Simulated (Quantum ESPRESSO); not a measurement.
# SiO (Pm-3m) in Quantum ESPRESSO: notebook, part 3 of 4

Quantum ESPRESSO 7.5.

### Step 4. Energy-loss spectrum, PBE

pw.in reads:

```
&CONTROL
  calculation = 'scf'
  prefix = 'pwscf'
  outdir = './tmp'
  pseudo_dir = './pseudo'
  tprnfor = .true.
  tstress = .true.
  disk_io = 'low'
/
&SYSTEM
  ibrav = 0
  nat = 2
  ntyp = 2
  ecutwfc = 45
  ecutrho = 360
  nbnd = 10
  occupations = 'smearing'
  smearing = 'fd'
  degauss = 0.00367493
/
&ELECTRONS
  conv_thr = 4d-10
  electron_maxstep = 120
  mixing_beta = 0.5
/
ATOMIC_SPECIES
Si    28.0850 si_pbe_v1.uspp.F.UPF
O     15.9990 o_pbe_v1.2.uspp.F.UPF
CELL_PARAMETERS angstrom
   2.8069700000    0.0000000000    0.0000000000
   0.0000000000    2.8069700000    0.0000000000
   0.0000000000    0.0000000000    2.8069700000
ATOMIC_POSITIONS crystal
Si     0.0000000000    0.0000000000    0.0000000000
O      0.5000000000    0.5000000000    0.5000000000
K_POINTS automatic
6 6 6 1 1 1
```

gamma.in reads:

```
&CONTROL
  calculation = 'bands'
  prefix = 'pwscf'
  outdir = './tmp'
  pseudo_dir = './pseudo'
  disk_io = 'low'
  verbosity = 'high'
/
&SYSTEM
  ibrav = 0
  nat = 2
  ntyp = 2
  ecutwfc = 45
  ecutrho = 360
  nbnd = 10
  occupations = 'smearing'
  smearing = 'fd'
  degauss = 0.00367493
/
&ELECTRONS
  conv_thr = 1d-08
  electron_maxstep = 120
  mixing_beta = 0.5
  diago_full_acc = .true.
  startingwfc = 'random'
/
ATOMIC_SPECIES
Si    28.0850 si_pbe_v1.uspp.F.UPF
O     15.9990 o_pbe_v1.2.uspp.F.UPF
CELL_PARAMETERS angstrom
   2.8069700000    0.0000000000    0.0000000000
   0.0000000000    2.8069700000    0.0000000000
   0.0000000000    0.0000000000    2.8069700000
ATOMIC_POSITIONS crystal
Si     0.0000000000    0.0000000000    0.0000000000
O      0.5000000000    0.5000000000    0.5000000000
K_POINTS crystal
1
0.0 0.0 0.0 1
```

scf2.in reads:

```
&CONTROL
  calculation = 'scf'
  prefix = 'pwscf'
  outdir = './tmp'
  pseudo_dir = './pseudo'
  tprnfor = .true.
  tstress = .true.
  disk_io = 'low'
/
&SYSTEM
  ibrav = 0
  nat = 2
  ntyp = 2
  ecutwfc = 45
  ecutrho = 360
  nbnd = 10
  occupations = 'fixed'
/
&ELECTRONS
  conv_thr = 1d-11
  electron_maxstep = 120
  mixing_beta = 0.5
  startingpot = 'file'
/
ATOMIC_SPECIES
Si    28.0850 si_pbe_v1.uspp.F.UPF
O     15.9990 o_pbe_v1.2.uspp.F.UPF
CELL_PARAMETERS angstrom
   2.8069700000    0.0000000000    0.0000000000
   0.0000000000    2.8069700000    0.0000000000
   0.0000000000    0.0000000000    2.8069700000
ATOMIC_POSITIONS crystal
Si     0.0000000000    0.0000000000    0.0000000000
O      0.5000000000    0.5000000000    0.5000000000
K_POINTS automatic
6 6 6 1 1 1
```

eels.in reads:

```
&LR_INPUT
  prefix = 'pwscf'
  outdir = './tmp'
  restart_step = 5000
  restart = .false.
/
&LR_CONTROL
  calculator = 'lanczos'
  approximation = 'TDDFT'
  q1 = 0.4467431506
  q2 = 0
  q3 = 0
  itermax = 300
/
```

spectrum.in reads:

```
&LR_INPUT
  prefix = 'pwscf'
  outdir = './tmp'
  eels = .true.
  itermax0 = 300
  itermax = 20000
  extrapolation = 'osc'
  epsil = 0.03
  units = 1
  start = 0
  end = 40
  increment = 0.2
/
```

spectrum_short.in reads:

```
&LR_INPUT
  prefix = 'pwscf'
  outdir = './tmp'
  eels = .true.
  itermax0 = 200
  itermax = 20000
  extrapolation = 'osc'
  epsil = 0.03
  units = 1
  start = 0
  end = 40
  increment = 0.2
/
```

Potentials or basis: GBRV 1.5 PBE.

Started as:

```
OMP_NUM_THREADS=1 pw.x -in pw.in > pw.out
OMP_NUM_THREADS=1 pw.x -in gamma.in > gamma.out
OMP_NUM_THREADS=1 pw.x -in scf2.in > scf2.out
OMP_NUM_THREADS=1 turbo_eels.x -in eels.in > eels.out
OMP_NUM_THREADS=1 turbo_spectrum.x -in spectrum.in > spectrum.out
OMP_NUM_THREADS=1 turbo_spectrum.x -in spectrum_short.in > spectrum_short.out
```

pw.out:

```text
This program is part of the open-source Quantum ESPRESSO suite
     for quantum simulation of materials; please cite
[... 9 lines left out ...]
     --------------------
     sticks:   dense  smooth     PW     G-vecs:    dense   smooth      PW
     Sum         797     405    129                17077     6043    1045

     Using Slab Decomposition

     bravais-lattice index     =            0
     lattice parameter (alat)  =       5.3044  a.u.
     unit-cell volume          =     149.2485 (a.u.)^3
     number of atoms/cell      =            2
     number of atomic types    =            2
     number of electrons       =        10.00
     number of Kohn-Sham states=           10
     kinetic-energy cutoff     =      45.0000  Ry
     charge density cutoff     =     360.0000  Ry
     scf convergence threshold =      4.0E-10
     mixing beta               =       0.5000
     number of iterations used =            8  plain     mixing
     Exchange-correlation= SLA  PW   PBE  PBE
                           (   1   4   3   4   0   0   0)

     celldm(1)=   5.304405  celldm(2)=   0.000000  celldm(3)=   0.000000
     celldm(4)=   0.000000  celldm(5)=   0.000000  celldm(6)=   0.000000

     crystal axes: (cart. coord. in units of alat)
               a(1) = (   1.000000   0.000000   0.000000 )
               a(2) = (   0.000000   1.000000   0.000000 )
               a(3) = (   0.000000   0.000000   1.000000 )

     reciprocal axes: (cart. coord. in units 2 pi/alat)
               b(1) = (  1.000000  0.000000  0.000000 )
               b(2) = (  0.000000  1.000000  0.000000 )
               b(3) = (  0.000000  0.000000  1.000000 )

     PseudoPot. # 1 for Si read from file:
     si_pbe_v1.uspp.F.UPF
     Pseudo is Ultrasoft + core correction, Zval =  4.0
     Generated by new atomic code, or converted to UPF format
     Using radial grid of  899 points,  6 beta functions with:
                l(1) =   0
                l(2) =   0
                l(3) =   1
                l(4) =   1
                l(5) =   2
                l(6) =   2
     Q(r) pseudized with  8 coefficients,  rinner =    0.900   0.900   0.900
                                                       0.900   0.900

     PseudoPot. # 2 for O  read from file:
     o_pbe_v1.2.uspp.F.UPF
     Pseudo is Ultrasoft + core correction, Zval =  6.0
     Generated by new atomic code, or converted to UPF format
     Using radial grid of  737 points,  5 beta functions with:
                l(1) =   0
                l(2) =   0
                l(3) =   1
                l(4) =   1
                l(5) =   2
     Q(r) pseudized with  8 coefficients,  rinner =    0.900   0.900   0.900
                                                       0.900   0.900

     atomic species   valence    mass     pseudopotential
     Si                4.00    28.08500     Si( 1.00)
     O                 6.00    15.99900     O ( 1.00)

     48 Sym. Ops., with inversion, found

   Cartesian axes

     site n.     atom                  positions (alat units)
         1        Si     tau(   1) = (   0.0000000   0.0000000   0.0000000  )
         2        O      tau(   2) = (   0.5000000   0.5000000   0.5000000  )

     number of k points=    10  Fermi-Dirac smearing, width (Ry)=  0.0037
                       cart. coord. in units 2pi/alat
        k(    1) = (   0.0833333   0.0833333   0.0833333), wk =   0.0740741
        k(    2) = (   0.0833333   0.0833333   0.2500000), wk =   0.2222222
        k(    3) = (   0.0833333   0.0833333   0.4166667), wk =   0.2222222
        k(    4) = (   0.0833333   0.2500000   0.2500000), wk =   0.2222222
        k(    5) = (   0.0833333   0.2500000   0.4166667), wk =   0.4444444
        k(    6) = (   0.0833333   0.4166667   0.4166667), wk =   0.2222222
        k(    7) = (   0.2500000   0.2500000   0.2500000), wk =   0.0740741
        k(    8) = (   0.2500000   0.2500000   0.4166667), wk =   0.2222222
        k(    9) = (   0.2500000   0.4166667   0.4166667), wk =   0.2222222
        k(   10) = (   0.4166667   0.4166667   0.4166667), wk =   0.0740741

     Dense  grid:    17077 G-vectors     FFT dimensions: (  36,  36,  36)

     Smooth grid:     6043 G-vectors     FFT dimensions: (  24,  24,  24)

     Initial potential from superposition of free atoms

     starting charge       9.9993, renormalised to      10.0000
     Starting wfcs are    8 randomized atomic wfcs +    2 random wfcs

     Self-consistent Calculation

     iteration #  1     ecut=    45.00 Ry     beta= 0.50
     Davidson diagonalization with overlap
     ethr =  1.00E-02,  avg # of iterations =  3.9

     total energy              =     -41.58173486 Ry
     estimated scf accuracy    <       0.39820527 Ry

     iteration #  2     ecut=    45.00 Ry     beta= 0.50
     Davidson diagonalization with overlap
     ethr =  3.98E-03,  avg # of iterations =  2.0

     total energy              =     -41.67016775 Ry
     estimated scf accuracy    <       0.48936359 Ry

     iteration #  3     ecut=    45.00 Ry     beta= 0.50
     Davidson diagonalization with overlap
     ethr =  3.98E-03,  avg # of iterations =  1.1

     total energy              =     -41.74588276 Ry
     estimated scf accuracy    <       0.00417101 Ry

     iteration #  4     ecut=    45.00 Ry     beta= 0.50
     Davidson diagonalization with overlap
     ethr =  4.17E-05,  avg # of iterations =  3.8

     total energy              =     -41.74549765 Ry
     estimated scf accuracy    <       0.01537623 Ry

     iteration #  5     ecut=    45.00 Ry     beta= 0.50
     Davidson diagonalization with overlap
     ethr =  4.17E-05,  avg # of iterations =  1.6

     total energy              =     -41.74757968 Ry
     estimated scf accuracy    <       0.00008365 Ry

     iteration #  6     ecut=    45.00 Ry     beta= 0.50
     Davidson diagonalization with overlap
     ethr =  8.36E-07,  avg # of iterations =  2.7

     total energy              =     -41.74758366 Ry
     estimated scf accuracy    <       0.00002677 Ry

     iteration #  7     ecut=    45.00 Ry     beta= 0.50
     Davidson diagonalization with overlap
     ethr =  2.68E-07,  avg # of iterations =  2.0

     total energy              =     -41.74758285 Ry
     estimated scf accuracy    <       0.00005953 Ry

     iteration #  8     ecut=    45.00 Ry     beta= 0.50
     Davidson diagonalization with overlap
     ethr =  2.68E-07,  avg # of iterations =  1.1

     total energy              =     -41.74758897 Ry
     estimated scf accuracy    <       0.00000079 Ry

     iteration #  9     ecut=    45.00 Ry     beta= 0.50
     Davidson diagonalization with overlap
     ethr =  7.88E-09,  avg # of iterations =  2.5

     total energy              =     -41.74758911 Ry
     estimated scf accuracy    <       0.00000010 Ry

     iteration # 10     ecut=    45.00 Ry     beta= 0.50
     Davidson diagonalization with overlap
     ethr =  1.02E-09,  avg # of iterations =  2.1

     total energy              =     -41.74758912 Ry
     estimated scf accuracy    <          2.8E-09 Ry

     iteration # 11     ecut=    45.00 Ry     beta= 0.50
     Davidson diagonalization with overlap
     ethr =  2.77E-11,  avg # of iterations =  3.0

     total energy              =     -41.74758913 Ry
     estimated scf accuracy    <          1.6E-09 Ry

     iteration # 12     ecut=    45.00 Ry     beta= 0.50
     Davidson diagonalization with overlap
     ethr =  1.65E-11,  avg # of iterations =  1.6

     End of self-consistent calculation

          k = 0.0833 0.0833 0.0833 (   757 PWs)   bands (ev):

   -10.1591   1.9799   5.8757   5.8757   7.1679  14.9254  14.9254  16.6698
    18.9326  18.9326

          k = 0.0833 0.0833 0.2500 (   760 PWs)   bands (ev):

    -9.7082   0.8068   5.4428   6.2612   8.1583  12.9292  14.8568  16.4698
    19.1114  22.5420

          k = 0.0833 0.0833 0.4167 (   770 PWs)   bands (ev):

    -9.1637  -0.5553   5.8713   6.7109   9.1565  10.7236  14.5052  16.4594
    19.8991  23.3206

          k = 0.0833 0.2500 0.2500 (   759 PWs)   bands (ev):

    -9.3085   0.8803   3.9908   6.4100   9.0721  11.9005  13.7660  16.2643
    21.3073  22.7467

          k = 0.0833 0.2500 0.4167 (   759 PWs)   bands (ev):

    -8.8393   0.2985   3.9355   6.8309   8.3539  11.3820  13.2107  16.7455
    20.9146  22.7725

          k = 0.0833 0.4167 0.4167 (   763 PWs)   bands (ev):

    -8.4720   1.6305   2.6091   5.7603   7.1447  12.5571  13.2025  17.2637
    18.8868  22.7735

          k = 0.2500 0.2500 0.2500 (   751 PWs)   bands (ev):

    -8.9534   1.2103   4.6065   4.6065   9.1560  12.5307  12.5307  14.4429
    22.7639  22.7639

          k = 0.2500 0.2500 0.4167 (   757 PWs)   bands (ev):

    -8.5465   1.1281   4.0574   5.4516   8.2848  11.0424  11.8664  15.4620
    20.9638  22.1512

          k = 0.2500 0.4167 0.4167 (   756 PWs)   bands (ev):

    -8.2199   2.4149   3.3231   5.6234   6.5456  10.9103  11.3387  14.3428
    20.2366  22.3399

          k = 0.4167 0.4167 0.4167 (   756 PWs)   bands (ev):

    -7.9437   3.6330   4.3922   4.3922   7.3894   9.2910   9.2910  11.6623
    21.5681  22.1607

     the Fermi energy is     9.2502 ev

!    total energy              =     -41.74758913 Ry
     estimated scf accuracy    <          5.4E-11 Ry
     smearing contrib. (-TS)   =      -0.00086507 Ry
     internal energy E=F+TS    =     -41.74672406 Ry

     The total energy is F=E-TS. E is the sum of the following terms:
     one-electron contribution =      -4.37062116 Ry
     hartree contribution      =       9.12575448 Ry
     xc contribution           =     -11.43055123 Ry
     ewald contribution        =     -35.07130614 Ry

     convergence has been achieved in  12 iterations

     Forces acting on atoms (cartesian axes, Ry/au):

     atom    1 type  1   force =     0.00000000    0.00000000    0.00000000
     atom    2 type  2   force =     0.00000000    0.00000000    0.00000000

     Total force =     0.000000     Total SCF correction =     0.000000

     Computing stress (Cartesian axis) and pressure

          total   stress  (Ry/bohr**3)                   (kbar)     P=        3.60
   0.00002448   0.00000000   0.00000000            3.60        0.00        0.00
   0.00000000   0.00002448   0.00000000            0.00        3.60        0.00
   0.00000000   0.00000000   0.00002448            0.00        0.00        3.60

=------------------------------------------------------------------------------=
   JOB DONE.
=------------------------------------------------------------------------------=
```

It took 62 s on 1 thread of Arm Neoverse V2, shared host; peak memory 0.1 GiB.

What came out:

```
Free energy                      : -567.9989 eV
Pressure                         : 1.3 GPa
Peak of the energy-loss function : 21.4 eV
```

Levels at points of the mesh, in eV from the valence-band top:
| k point | band 3 | band 4 | band 5 | band 6 | band 7 | band 8 |
| --- | --- | --- | --- | --- | --- | --- |
| (0.08, 0.08, 0.08) | -3.28 | -3.28 | -1.99 | 5.77 | 5.77 | 7.51 |

Energy-loss function at q = [1.0, 0.0, 0.0] (Å⁻¹, cartesian):
```
energy (eV)   loss
        0.0  0.000
        1.8  0.009
        3.4  0.044
        5.2  0.093
        7.0  0.152
        8.6  0.240
       10.4  0.425
       12.2  0.618
       13.8  0.621
       15.6  0.659
       17.4  0.867
       19.0  1.158
       20.8  1.536
       22.4  1.459
       24.2  0.872
       26.0  0.587
       27.6  0.536
       29.4  0.533
       31.2  0.520
       32.8  0.564
       34.6  0.651
       36.4  0.515
       38.0  0.354
       39.8  0.286
```

Caveat: the gap on the mesh is small and may close between mesh points, in which case fixed occupations spoil the response.

[end of part 3 of 4]
